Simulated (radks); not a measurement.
# Pd³⁹⁺ in 1s1 2s2 2p3 3s1: an all-electron calculation

One table from this session's results is given with a row withheld; the runs are named, their logs left out.

The numbers are computed with radks (a radial shooting solver on a logarithmic mesh, Libxc functionals) version 1 (scalar-relativistic Kohn-Sham, BLYP, spin-polarised, spherical densities, finite nucleus; open shells are filled with parallel spins first), except any that are marked as measured or tabulated.

**The atom as given**

```
element            : palladium (Z = 46)
charge             : +39
electrons          : 7
configuration      : 1s1 2s2 2p3 3s1
nuclear rms radius : 4.5318 fm
```

The outer shells:

Pd³⁹⁺
```
1s [↑ ]
2s [↑↓]
2p [↑ ][↑ ][↑ ]
3s [↑ ]
```

Set-up of the first run:

The run's settings:

```text
Z 46
configuration 1s1 2s2 2p3 3s1
relativity scalar-relativistic
functional b88,lyp
spin polarised
nucleus finite rms 4.5318 fm
c 137.035999084
```

The run is started by

```console
$ python run_ks.py task.json out
```

This one command runs every case of the session in turn.

One of the session's tables, all rows but one given; the rest of the session is left out.

It belongs to the step «Orbitals and density». From the orbitals of this run (lengths in bohr):

```
  level      <r>  outermost maximum (interpolated)  90 % within  nodes
  1s up  0.03151                            0.0205       0.0565      0
1s down  0.03160                            0.0205       0.0566      0
  2s up   0.1304                             0.112        0.200      1
2s down   0.1312                             0.113        0.201      1
  2p up   0.1119                            0.0883        0.180      0
2p down   0.1130                            0.0893        0.182      0
  3s up   0.3068                             0.294        0.443      2
3s down        ?                                 ?            ?      ?
```

Q: Estimate the row for 3s down from the others.

As computed: <r>: 0.3089; outermost maximum (interpolated): 0.295; 90 % within: 0.447; nodes: 2. In the column «<r>» it is the highest.
